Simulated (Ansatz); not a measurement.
Task: a comparison of dispersion corrections of CH₇SbSi, SMILES [CH3][SbH][SiH3], with Ansatz 0.2.0, Python API. Give the script and its output. Level of theory (for the species named): r2SCAN, def2-SVP basis, multiplicity 1, D3BJ dispersion.

`ch7sbsi.xyz`
```text
10

C    -0.92440    1.14580   -0.68760
Sb   -0.66380   -0.93510   -0.97430
Si    0.73430   -1.06270    1.08500
H     0.07410    1.70180   -0.51850
H    -1.64250    1.34880    0.15030
H    -1.43760    1.63110   -1.61430
H     0.76740   -0.65170   -1.99870
H     1.51850   -2.33300    1.11610
H    -0.08550   -0.93540    2.33100
H     1.74260    0.03920    1.11400
```

`disp_ch7sbsi.py`
```python
# -*- coding: utf-8 -*-
"""Size of D3 and D4 in CH7SbSi."""

import ansatz as az

ch7sbsi = az.Crystal.molecule_from_extxyz("ch7sbsi.xyz")

calc = ch7sbsi.calculation().basis(gaussian="def2-SVP")
for name in ["r2scan", "revpbe"]:
    for correction in ("d3bj", "d4"):
        r = calc.functional(name, dispersion=correction).run().report
        print(f"{name:8s} {correction:5s} total {r['free_energy_ev']:.5f} eV, of which dispersion {1000 * r['dispersion']['energy']['ev']:.2f} meV")
```

```console
$ python disp_ch7sbsi.py
DeckWarning: the engine holds no damping parameters fitted to this dispersion correction and functional, so the run takes those fitted to r2scan beside the three-body term, which d3bj leaves out (hamiltonian.dispersion, under Limitations)
r2scan   d3bj  total -15563.57302 eV, of which dispersion -64.53 meV
r2scan   d4    total -15563.56094 eV, of which dispersion -52.45 meV
revpbe   d3bj  total -15562.30806 eV, of which dispersion -546.36 meV
revpbe   d4    total -15562.37346 eV, of which dispersion -611.76 meV
```
(Warnings from the package without file and line.)

Total energies depend on the basis set; only differences at equal settings carry meaning. The geometry is a force-field or estimated start, not a minimum of this method, and the basis set is short of its limit. D4 holds the three-body term, and d3bj doesn't. def2 sets replace the cores of elements past krypton by effective core potentials. A dispersion term here runs with damping parameters fitted for another variant or functional. Hardware and time: 15 s on 1 thread of Arm Neoverse V1 (shared host), peak memory 0.2 GiB.

(A comment or docstring line of the script was reworded after the run, the code is as it ran; lines on the test bed's own set-up are left out of the output.)
